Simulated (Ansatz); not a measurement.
**C2H11B2NSi: inversion of the pyramid at N4**

Aim: the minimum-energy path and barrier of the inversion of the pyramid at N4. The ends are relaxed first, then joined by a nudged elastic band. SMILES of the start: BC(B)(N)[SiH2]C.

Method: RKS PBE/def2-SVP, in Ansatz 0.2.0.

### 1 The structure to begin with

Bond lengths (14 of 16 bonds, heavy atoms first): B1–C2 1.537 Å, C2–B3 1.595 Å, C2–N4 1.464 Å, C2–Si5 1.882 Å, Si5–C6 1.875 Å, B1–H7 1.172 Å, B1–H8 1.239 Å, B3–H9 1.145 Å, B3–H10 1.197 Å, N4–H11 1.101 Å, N4–H12 0.999 Å, Si5–H13 1.506 Å, Si5–H14 1.447 Å, C6–H15 1.115 Å. Angles (14 of 27 angles, heavy atoms first): B1–C2–B3 106.7°, B1–C2–N4 111.9°, B1–C2–Si5 110.7°, B3–C2–N4 109.1°, B3–C2–Si5 109.4°, N4–C2–Si5 108.9°, C2–Si5–C6 112.9°, C2–B1–H7 123.4°, C2–B1–H8 119.4°, C2–B3–H9 120.1°, C2–B3–H10 118.5°, C2–N4–H11 108.2°, C2–N4–H12 114.4°, C2–Si5–H13 108.4°.

Its coordinates follow in the input file.

### 2 End point A

Input file input.yaml:

```yaml
crystal:
  periodic: [false, false, false]
  atoms:
    - { symbol: B, position_ang: [-1.7275, -0.5675, -0.1174] }
    - { symbol: C, position_ang: [-0.2367, -0.8138, 0.1664] }
    - { symbol: B, position_ang: [0.4042, -1.3622, -1.1873] }
    - { symbol: "N", position_ang: [-0.0395, -1.8044, 1.2257] }
    - { symbol: Si, position_ang: [0.6202, 0.787, 0.6603] }
    - { symbol: C, position_ang: [0.4895, 2.1207, -0.6515] }
    - { symbol: H, position_ang: [-2.5924, -1.0764, 0.4885] }
    - { symbol: H, position_ang: [-2.054, 0.2586, -0.9808] }
    - { symbol: H, position_ang: [0.4291, -0.6986, -2.12] }
    - { symbol: H, position_ang: [0.944, -2.4308, -1.1723] }
    - { symbol: H, position_ang: [-0.5463, -1.4429, 2.1335] }
    - { symbol: H, position_ang: [0.9177, -1.9806, 1.4523] }
    - { symbol: H, position_ang: [-0.0543, 1.3265, 1.8941] }
    - { symbol: H, position_ang: [2.0126, 0.5347, 0.9629] }
    - { symbol: H, position_ang: [0.9712, 1.7279, -1.5768] }
    - { symbol: H, position_ang: [1.009, 3.0604, -0.2873] }
    - { symbol: H, position_ang: [-0.5658, 2.3608, -0.8501] }
basis:
  gaussian: { orbitals: def2-SVP }
hamiltonian:
  xc: pbe
relax:
  f_tol: 0.015
  max_steps: 40
```

The run is started by

```sh
$ ansatz run input.yaml --threads 2 --pin off --max-ram 3072MiB --backend cpu --events-out ev --progress --plain --runs-dir out
```

What it wrote, cut to the lines that bear on the results:

```text
Warning: RAYON_NUM_THREADS=2 ignored (pool sized by the plan → 2); use --threads N
[...]
Functional definition: PBE
[...]
1630 factors; their error is unknown
[...]
mean field -12954.17260017 eV, -476.0570624027 hartree, gradient 3.4e-5 eV, S^2 0.000000; 0 other end points of the search recorded, 0 dependent functions left out
[...]
reference -12954.17264508 eV, -476.0570640531 hartree; 27, 27 occupied and 116, 116 virtual orbitals, 1630 factors
relax step   1: F+E_penalty+E_count = -12954.17260017 eV  Δ(F+E_penalty+E_count) = +0.000e0 eV  max|allowed force component| = 2.542e0 eV/Å  Δτ_max = 0.0000 Å  (31 SCF iters, accepted)
[...]
relax step   4: F+E_penalty+E_count = -12954.74901468 eV  Δ(F+E_penalty+E_count) = -4.318e-3 eV  max|allowed force component| = 7.490e-1 eV/Å  Δτ_max = 0.1917 Å  (30 SCF iters, accepted)
[...]
relax step   7: F+E_penalty+E_count = -12954.76524221 eV  Δ(F+E_penalty+E_count) = +3.696e-2 eV  max|allowed force component| = 5.835e-1 eV/Å  Δτ_max = 0.1139 Å  (30 SCF iters, rejected (line search))
[...]
relax step  10: F+E_penalty+E_count = -12954.81150523 eV  Δ(F+E_penalty+E_count) = -1.316e-3 eV  max|allowed force component| = 6.695e-2 eV/Å  Δτ_max = 0.0454 Å  (30 SCF iters, accepted)
[...]
relax step  12: F+E_penalty+E_count = -12954.81180287 eV  Δ(F+E_penalty+E_count) = -2.976e-4 eV  max|allowed force component| = 2.458e-2 eV/Å  Δτ_max = 0.0180 Å  (31 SCF iters, accepted)
[...]
Atom 0 at    -1.716952    -0.536007    -0.091360 Å, force     0.002071     0.007070     0.003705 eV/Å
Atom 1 at    -0.307046    -1.059316     0.221861 Å, force    -0.003392    -0.008091     0.003891 eV/Å
Atom 2 at     0.436464    -1.321921    -1.096345 Å, force     0.004851    -0.002975     0.003165 eV/Å
Atom 3 at    -0.051744    -1.836924     1.378642 Å, force    -0.001230     0.002376    -0.003350 eV/Å
Atom 4 at     0.523290     0.748748     0.509049 Å, force     0.003877     0.004312    -0.003971 eV/Å
Atom 5 at     0.485707     2.169502    -0.734618 Å, force    -0.001972    -0.000445     0.005743 eV/Å
Atom 6 at    -2.663809    -0.897756     0.587648 Å, force     0.003605    -0.001927    -0.004075 eV/Å
Atom 7 at    -1.896097     0.260114    -0.991368 Å, force    -0.001589    -0.001490    -0.002704 eV/Å
Atom 8 at     0.310179    -0.566617    -2.039310 Å, force    -0.000437    -0.001122    -0.003004 eV/Å
Atom 9 at     1.184692    -2.281602    -1.190934 Å, force    -0.006306     0.008989     0.003754 eV/Å
Atom 10 at    -0.530478    -1.557838     2.236913 Å, force    -0.000151     0.000451    -0.000011 eV/Å
Atom 11 at     0.917161    -2.117575     1.540740 Å, force     0.001823    -0.000264     0.001781 eV/Å
Atom 12 at    -0.118833     1.185217     1.803479 Å, force     0.000416    -0.002033     0.000284 eV/Å
Atom 13 at     1.952148     0.399222     0.846968 Å, force     0.000761    -0.002861    -0.001517 eV/Å
Atom 14 at     1.013586     1.903789    -1.670641 Å, force     0.001695     0.000041    -0.004134 eV/Å
Atom 15 at     0.994714     3.047186    -0.283461 Å, force    -0.001279    -0.004440     0.002101 eV/Å
Atom 16 at    -0.551981     2.461177    -0.987063 Å, force    -0.002742     0.002408    -0.001658 eV/Å
Dipole moment:     0.206244     0.190324     0.287325 e Å
```

Run time: 44 s. Hardware: 2 threads of Arm Neoverse V2, shared host; peak memory 0.2 GiB.

Relaxation path:

```tsv
step	energy from step 1 (eV)	largest force component (eV/Å)
1	0.0000	2.5417
2	-0.4955	1.3916
3	-0.5721	0.7671
4	-0.5764	0.7490
5	-0.6255	0.1546
6	-0.6296	0.0997
7x	-0.5926	0.5835
8	-0.6355	0.0418
9	-0.6376	0.0727
10	-0.6389	0.0669
11x	-0.6384	0.0864
12	-0.6392	0.0246
13	-0.6394	0.0090
```

Step 1 is the start. 2 steps were tried and not accepted (marked x).

After: Bond lengths (14 of 16 bonds, heavy atoms first): B1–C2 1.536 Å, C2–B3 1.536 Å, C2–N4 1.417 Å, C2–Si5 2.010 Å, Si5–C6 1.889 Å, B1–H7 1.220 Å, B1–H8 1.215 Å, B3–H9 1.215 Å, B3–H10 1.221 Å, N4–H11 1.022 Å, N4–H12 1.022 Å, Si5–H13 1.509 Å, Si5–H14 1.509 Å, C6–H15 1.107 Å. Angles (14 of 27 angles, heavy atoms first): B1–C2–B3 109.1°, B1–C2–N4 121.2°, B1–C2–Si5 95.8°, B3–C2–N4 121.3°, B3–C2–Si5 94.4°, N4–C2–Si5 107.6°, C2–Si5–C6 125.1°, C2–B1–H7 119.9°, C2–B1–H8 120.6°, C2–B3–H9 120.6°, C2–B3–H10 119.8°, C2–N4–H11 116.8°, C2–N4–H12 116.8°, C2–Si5–H13 101.9°.

### 3 End point B

The second end starts from a geometry with the move made by hand.

Changes to input.yaml since step 2:

```diff
@@ -13,4 +13,4 @@
     - { symbol: H, position_ang: [0.944, -2.4308, -1.1723] }
-    - { symbol: H, position_ang: [-0.5463, -1.4429, 2.1335] }
-    - { symbol: H, position_ang: [0.9177, -1.9806, 1.4523] }
+    - { symbol: H, position_ang: [-0.99164, -2.33375, 1.38333] }
+    - { symbol: H, position_ang: [0.66603, -2.48404, 1.02836] }
     - { symbol: H, position_ang: [-0.0543, 1.3265, 1.8941] }
@@ -27 +27,3 @@
   max_steps: 40
+output:
+  orbitals: {}
```

The run is started by

```sh
$ ansatz run input.yaml --threads 2 --pin off --max-ram 3072MiB --backend cpu --events-out ev --progress --plain --runs-dir out
```

What it wrote, cut to the lines that bear on the results:

```text
Warning: RAYON_NUM_THREADS=2 ignored (pool sized by the plan → 2); use --threads N
[...]
[... 1 set-up line as earlier in the session ...]
[...]
1630 factors; their error is unknown
[...]
mean field -12954.07881175 eV, -476.0536157418 hartree, gradient 3.4e-5 eV, S^2 0.000000; 0 other end points of the search recorded, 0 dependent functions left out
[...]
reference -12954.07885607 eV, -476.0536173704 hartree; 27, 27 occupied and 116, 116 virtual orbitals, 1630 factors
relax step   1: F+E_penalty+E_count = -12954.07881175 eV  Δ(F+E_penalty+E_count) = +0.000e0 eV  max|allowed force component| = 3.102e0 eV/Å  Δτ_max = 0.0000 Å  (32 SCF iters, accepted)
[...]
relax step   3: F+E_penalty+E_count = -12954.78324309 eV  Δ(F+E_penalty+E_count) = -1.141e-1 eV  max|allowed force component| = 7.594e-1 eV/Å  Δτ_max = 0.1580 Å  (29 SCF iters, accepted)
[...]
Atom 7 at    -1.898666     0.280766    -1.051401 Å, force    -0.000937     0.000444    -0.000410 eV/Å
Atom 8 at     0.357639    -0.534422    -2.121384 Å, force     0.000003    -0.001138    -0.000392 eV/Å
Atom 9 at     1.014796    -2.380636    -1.358676 Å, force    -0.002160     0.002083     0.003431 eV/Å
Atom 10 at    -0.820200    -2.063333     1.871811 Å, force    -0.000215    -0.001032     0.000126 eV/Å
Atom 11 at     0.645338    -2.584761     1.184575 Å, force     0.000219    -0.000993     0.000742 eV/Å
Atom 12 at    -0.146318     1.112765     1.846156 Å, force    -0.000993     0.001219     0.002116 eV/Å
Atom 13 at     1.959990     0.362237     0.873577 Å, force     0.002016    -0.000347     0.001303 eV/Å
Atom 14 at     0.989626     1.893152    -1.612491 Å, force    -0.000064    -0.001111     0.001071 eV/Å
Atom 15 at     1.000338     3.010573    -0.206456 Å, force     0.000028    -0.000666    -0.000440 eV/Å
Atom 16 at    -0.561090     2.451040    -0.895653 Å, force    -0.000661    -0.000103     0.000402 eV/Å
Dipole moment:     0.058055    -0.088992     0.185559 e Å
```

Wall time 34 s (2 threads of Arm Neoverse V2, shared host); peak memory 0.2 GiB.

Relaxation path:

```tsv
step	energy from step 1 (eV)	largest force component (eV/Å)
1	0.0000	3.1016
2	-0.5903	1.4149
3	-0.7044	0.7594
4	-0.7418	0.4272
5	-0.7542	0.2569
6x	-0.7422	0.3816
7	-0.7723	0.0260
8	-0.7729	0.0249
9	-0.7729	0.0262
10	-0.7730	0.0090
```

Step 1 is the start. 1 step was tried and not accepted (marked x).

After: Bond lengths (14 of 16 bonds, heavy atoms first): B1–C2 1.534 Å, C2–B3 1.533 Å, C2–N4 1.425 Å, C2–Si5 1.997 Å, Si5–C6 1.889 Å, B1–H7 1.222 Å, B1–H8 1.214 Å, B3–H9 1.214 Å, B3–H10 1.222 Å, N4–H11 1.024 Å, N4–H12 1.024 Å, Si5–H13 1.505 Å, Si5–H14 1.505 Å, C6–H15 1.107 Å. Angles (14 of 27 angles, heavy atoms first): B1–C2–B3 106.3°, B1–C2–N4 122.4°, B1–C2–Si5 98.2°, B3–C2–N4 122.6°, B3–C2–Si5 99.5°, N4–C2–Si5 101.5°, C2–Si5–C6 121.4°, C2–B1–H7 119.2°, C2–B1–H8 121.5°, C2–B3–H9 121.5°, C2–B3–H10 119.2°, C2–N4–H11 115.1°, C2–N4–H12 115.1°, C2–Si5–H13 103.8°.

### 4 The band

crystal.atoms is end A as relaxed above, and neb.final_atoms is end B, turned to lie on A. With 9 inner images the band has 11 in all. The start path is listed, through a guess of the saddle.

Input file input.yaml:

```yaml
crystal:
  periodic: [false, false, false]
  atoms:
    - { symbol: B, position_ang: [-1.716952, -0.536007, -0.09136] }
    - { symbol: C, position_ang: [-0.307046, -1.059316, 0.221861] }
    - { symbol: B, position_ang: [0.436464, -1.321921, -1.096345] }
    - { symbol: "N", position_ang: [-0.051744, -1.836924, 1.378642] }
    - { symbol: Si, position_ang: [0.52329, 0.748748, 0.509049] }
    - { symbol: C, position_ang: [0.485707, 2.169502, -0.734618] }
    - { symbol: H, position_ang: [-2.663809, -0.897756, 0.587648] }
    - { symbol: H, position_ang: [-1.896097, 0.260114, -0.991368] }
    - { symbol: H, position_ang: [0.310179, -0.566617, -2.03931] }
    - { symbol: H, position_ang: [1.184692, -2.281602, -1.190934] }
    - { symbol: H, position_ang: [-0.530478, -1.557838, 2.236913] }
    - { symbol: H, position_ang: [0.917161, -2.117575, 1.54074] }
    - { symbol: H, position_ang: [-0.118833, 1.185217, 1.803479] }
    - { symbol: H, position_ang: [1.952148, 0.399222, 0.846968] }
    - { symbol: H, position_ang: [1.013586, 1.903789, -1.670641] }
    - { symbol: H, position_ang: [0.994714, 3.047186, -0.283461] }
    - { symbol: H, position_ang: [-0.551981, 2.461177, -0.987063] }
basis:
  gaussian: { orbitals: def2-SVP }
hamiltonian:
  xc: pbe
neb:
  order_check: false
  images: 9
  f_tol: 0.03
  max_iterations: 60
  final_atoms:
    - { symbol: B, position_ang: [-1.65838117, -0.52313652, -0.06900164] }
    - { symbol: C, position_ang: [-0.22992821, -0.96555236, 0.27206784] }
    - { symbol: B, position_ang: [0.43955583, -1.32394199, -1.06021062] }
    - { symbol: "N", position_ang: [0.094729, -1.61952854, 1.49608573] }
    - { symbol: Si, position_ang: [0.56686319, 0.84245436, 0.56469609] }
    - { symbol: C, position_ang: [0.46587033, 2.18747636, -0.75776771] }
    - { symbol: H, position_ang: [-2.58966015, -0.95442629, 0.59444137] }
    - { symbol: H, position_ang: [-1.88190071, 0.26129955, -0.96840818] }
    - { symbol: H, position_ang: [0.36892426, -0.58788472, -2.02338704] }
    - { symbol: H, position_ang: [1.07399122, -2.3648072, -1.14730938] }
    - { symbol: H, position_ang: [-0.70660681, -1.8541254, 2.08883224] }
    - { symbol: H, position_ang: [0.75536609, -2.39711462, 1.41076141] }
    - { symbol: H, position_ang: [-0.09201568, 1.32349375, 1.82924038] }
    - { symbol: H, position_ang: [2.00946844, 0.54303721, 0.869872] }
    - { symbol: H, position_ang: [0.96530864, 1.87976202, -1.69698176] }
    - { symbol: H, position_ang: [0.98135617, 3.0926671, -0.37248842] }
    - { symbol: H, position_ang: [-0.58193944, 2.45972631, -0.99024231] }
  initial_path:
    images:
      - { positions_ang: [[-1.716952, -0.536007, -0.09136], [-0.307046, -1.059316, 0.221861], [0.436464, -1.321921, -1.096345], [-0.051744, -1.836924, 1.378642], [0.52329, 0.748748, 0.509049], [0.485707, 2.169502, -0.734618], [-2.663809, -0.897756, 0.587648], [-1.896097, 0.260114, -0.991368], [0.310179, -0.566617, -2.03931], [1.184692, -2.281602, -1.190934], [-0.530478, -1.557838, 2.236913], [0.917161, -2.117575, 1.54074], [-0.118833, 1.185217, 1.803479], [1.952148, 0.399222, 0.846968], [1.013586, 1.903789, -1.670641], [0.994714, 3.047186, -0.283461], [-0.551981, 2.461177, -0.987063]] }
      - { positions_ang: [[-1.71286833, -0.53761295, -0.08281552], [-0.2855307, -1.00051467, 0.22199345], [0.43497022, -1.32791441, -1.10126871], [-0.03685879, -1.81312798, 1.36517304], [0.54796905, 0.77096717, 0.53745843], [0.4853485, 2.16512903, -0.7281596], [-2.64057495, -0.92647783, 0.58726571], [-1.92558717, 0.25796991, -0.97997185], [0.33497275, -0.59720085, -2.04653533], [1.1438439, -2.30803265, -1.16834035], [-0.59487998, -1.60773227, 2.18411039], [0.91695005, -2.12710768, 1.49855269], [-0.0984455, 1.2348101, 1.8178874], [1.97085489, 0.44581449, 0.86609558], [1.00232914, 1.86887174, -1.66064334], [0.99539243, 3.05860479, -0.30211889], [-0.5568845, 2.44295306, -0.9684831]] }
      - { positions_ang: [[-1.70878465, -0.53921891, -0.07427103], [-0.2640154, -0.94171333, 0.2221259], [0.43347644, -1.33390782, -1.10619241], [-0.02197358, -1.78933196, 1.35170409], [0.5726481, 0.79318634, 0.56586785], [0.48498999, 2.16075606, -0.7217012], [-2.61734091, -0.95519966, 0.58688342], [-1.95507735, 0.25582582, -0.9685757], [0.35976649, -0.6277847, -2.05376066], [1.1029958, -2.33446331, -1.14574669], [-0.65928196, -1.65762654, 2.13130777], [0.9167391, -2.13664036, 1.45636539], [-0.078058, 1.28440319, 1.83229581], [1.98956177, 0.49240698, 0.88522315], [0.99107228, 1.83395448, -1.65064569], [0.99607087, 3.07002359, -0.32077679], [-0.561788, 2.42472913, -0.9499032]] }
      - { positions_ang: [[-1.70470098, -0.54082486, -0.06572655], [-0.2425001, -0.882912, 0.22225835], [0.43198266, -1.33990122, -1.11111612], [-0.00708837, -1.76553595, 1.33823513], [0.59732716, 0.81540551, 0.59427728], [0.48463149, 2.1563831, -0.7152428], [-2.59410686, -0.98392149, 0.58650113], [-1.98456752, 0.25368173, -0.95717955], [0.38456024, -0.65836855, -2.06098599], [1.0621477, -2.36089396, -1.12315304], [-0.72368394, -1.70752081, 2.07850516], [0.91652815, -2.14617303, 1.41417808], [-0.05767051, 1.33399629, 1.84670421], [2.00826866, 0.53899946, 0.90435073], [0.97981542, 1.79903722, -1.64064803], [0.9967493, 3.08144238, -0.33943468], [-0.5666915, 2.40650519, -0.93132331]] }
      - { positions_ang: [[-1.7006173, -0.54243081, -0.05718207], [-0.2209848, -0.82411067, 0.2223908], [0.43048888, -1.34589463, -1.11603983], [0.00779685, -1.74173993, 1.32476617], [0.62200621, 0.83762468, 0.6226867], [0.48427299, 2.15201013, -0.7087844], [-2.57087282, -1.01264332, 0.58611884], [-2.01405769, 0.25153764, -0.9457834], [0.40935398, -0.6889524, -2.06821131], [1.02129961, -2.38732462, -1.10055939], [-0.78808592, -1.75741508, 2.02570255], [0.9163172, -2.15570571, 1.37199077], [-0.03728301, 1.38358938, 1.86111262], [2.02697554, 0.58559195, 0.9234783], [0.96855856, 1.76411996, -1.63065038], [0.99742773, 3.09286117, -0.35809257], [-0.57159501, 2.38828125, -0.91274341]] }
      - { positions_ang: [[-1.69653363, -0.54403677, -0.04863758], [-0.1994695, -0.76530933, 0.22252325], [0.4289951, -1.35188804, -1.12096353], [0.02268206, -1.71794391, 1.31129722], [0.64668526, 0.85984385, 0.65109613], [0.48391448, 2.14763716, -0.70232601], [-2.54763877, -1.04136515, 0.58573655], [-2.04354786, 0.24939355, -0.93438725], [0.43414773, -0.71953625, -2.07543664], [0.98045151, -2.41375527, -1.07796573], [-0.8524879, -1.80730935, 1.97289994], [0.91610625, -2.16523839, 1.32980346], [-0.01689551, 1.43318248, 1.87552102], [2.04568243, 0.63218444, 0.94260588], [0.9573017, 1.72920269, -1.62065272], [0.99810616, 3.10427997, -0.37675046], [-0.57649851, 2.37005731, -0.89416351]] }
      - { positions_ang: [[-1.68890314, -0.53985672, -0.0527104], [-0.20556124, -0.80535794, 0.23243217], [0.43110724, -1.34629883, -1.10881295], [0.03709145, -1.69826084, 1.34825492], [0.63072085, 0.85636595, 0.63381612], [0.48030565, 2.155605, -0.71341435], [-2.55604305, -1.02397738, 0.58747752], [-2.01121843, 0.25177475, -0.94119144], [0.42110303, -0.69320594, -2.06502672], [0.99915945, -2.40396566, -1.09183446], [-0.82331168, -1.81667256, 1.9960864], [0.88395822, -2.21161364, 1.34599505], [-0.03191955, 1.41124473, 1.86626489], [2.03843963, 0.61435499, 0.9280591], [0.95890309, 1.75931456, -1.63591853], [0.99475617, 3.10195739, -0.37589806], [-0.57758669, 2.38799111, -0.91337927]] }
      - { positions_ang: [[-1.68127265, -0.53567667, -0.05678321], [-0.21165298, -0.84540655, 0.24234109], [0.43321939, -1.34070962, -1.09666237], [0.05150083, -1.67857776, 1.38521262], [0.61475643, 0.85288805, 0.61653611], [0.47669682, 2.16357284, -0.72450269], [-2.56444732, -1.00658961, 0.58921848], [-1.978889, 0.25415595, -0.94799563], [0.40805834, -0.66687564, -2.0546168], [1.01786739, -2.39417604, -1.10570319], [-0.79413546, -1.82603577, 2.01927286], [0.85181019, -2.25798888, 1.36218664], [-0.04694358, 1.38930699, 1.85700877], [2.03119683, 0.59652555, 0.91351233], [0.96050448, 1.78942642, -1.65118434], [0.99140617, 3.09963482, -0.37504565], [-0.57867488, 2.40592491, -0.93259503]] }
      - { positions_ang: [[-1.67364216, -0.53149662, -0.06085602], [-0.21774473, -0.88545515, 0.25225], [0.43533154, -1.33512041, -1.08451179], [0.06591022, -1.65889469, 1.42217033], [0.59879202, 0.84941015, 0.59925611], [0.47308799, 2.17154068, -0.73559103], [-2.5728516, -0.98920183, 0.59095945], [-1.94655957, 0.25653715, -0.95479981], [0.39501365, -0.64054533, -2.04420688], [1.03657533, -2.38438643, -1.11957192], [-0.76495924, -1.83539898, 2.04245932], [0.81966216, -2.30436413, 1.37837823], [-0.06196761, 1.36736924, 1.84775264], [2.02395403, 0.5786961, 0.89896555], [0.96210587, 1.81953829, -1.66645015], [0.98805617, 3.09731225, -0.37419324], [-0.57976307, 2.42385871, -0.95181079]] }
      - { positions_ang: [[-1.66601166, -0.52731657, -0.06492883], [-0.22383647, -0.92550376, 0.26215892], [0.43744368, -1.3295312, -1.0723612], [0.08031961, -1.63921162, 1.45912803], [0.5828276, 0.84593225, 0.5819761], [0.46947916, 2.17950852, -0.74667937], [-2.58125587, -0.97181406, 0.59270041], [-1.91423014, 0.25891835, -0.961604], [0.38196895, -0.61421503, -2.03379696], [1.05528328, -2.37459681, -1.13344065], [-0.73578303, -1.84476219, 2.06564578], [0.78751413, -2.35073937, 1.39456982], [-0.07699164, 1.34543149, 1.83849651], [2.01671124, 0.56086666, 0.88441878], [0.96370725, 1.84965015, -1.68171595], [0.98470617, 3.09498967, -0.37334083], [-0.58085125, 2.44179251, -0.97102655]] }
      - { positions_ang: [[-1.65838117, -0.52313652, -0.06900164], [-0.22992821, -0.96555236, 0.27206784], [0.43955583, -1.32394199, -1.06021062], [0.094729, -1.61952854, 1.49608573], [0.56686319, 0.84245436, 0.56469609], [0.46587033, 2.18747636, -0.75776771], [-2.58966015, -0.95442629, 0.59444137], [-1.88190071, 0.26129955, -0.96840818], [0.36892426, -0.58788472, -2.02338704], [1.07399122, -2.3648072, -1.14730938], [-0.70660681, -1.8541254, 2.08883224], [0.75536609, -2.39711462, 1.41076141], [-0.09201568, 1.32349375, 1.82924038], [2.00946844, 0.54303721, 0.869872], [0.96530864, 1.87976202, -1.69698176], [0.98135617, 3.0926671, -0.37248842], [-0.58193944, 2.45972631, -0.99024231]] }
```

The run is started by

```sh
$ ansatz run input.yaml --threads 2 --pin off --max-ram 3072MiB --backend cpu --events-out ev --progress --plain --runs-dir out
```

What it wrote:

```text
Warning: RAYON_NUM_THREADS=2 ignored (pool sized by the plan → 2); use --threads N
Engine: ansatz 0.2.0, aarch64-unknown-linux-gnu
[... 1 set-up line as earlier in the session ...]
  parameter kappa = 0.804
  parameter beta = 0.06672455060314922
  exchange = pbe_x(kappa = kappa, mu = beta*pi^2/3)
  correlation = pbe_c(beta = beta)
1630 factors; their error is unknown
mean field evaluation 1: about -12940.4515 eV, gradient 7.6e1 eV
mean field evaluation 2: about -12893.2538 eV, gradient 1.4e2 eV
mean field evaluation 4: about -12954.5922 eV, gradient 1.1e1 eV
mean field evaluation 8: about -12954.8936 eV, gradient 3.6e-1 eV
mean field evaluation 16: about -12954.8120 eV, gradient 1.9e-3 eV
```

(Part 1 of 2 ends here.)
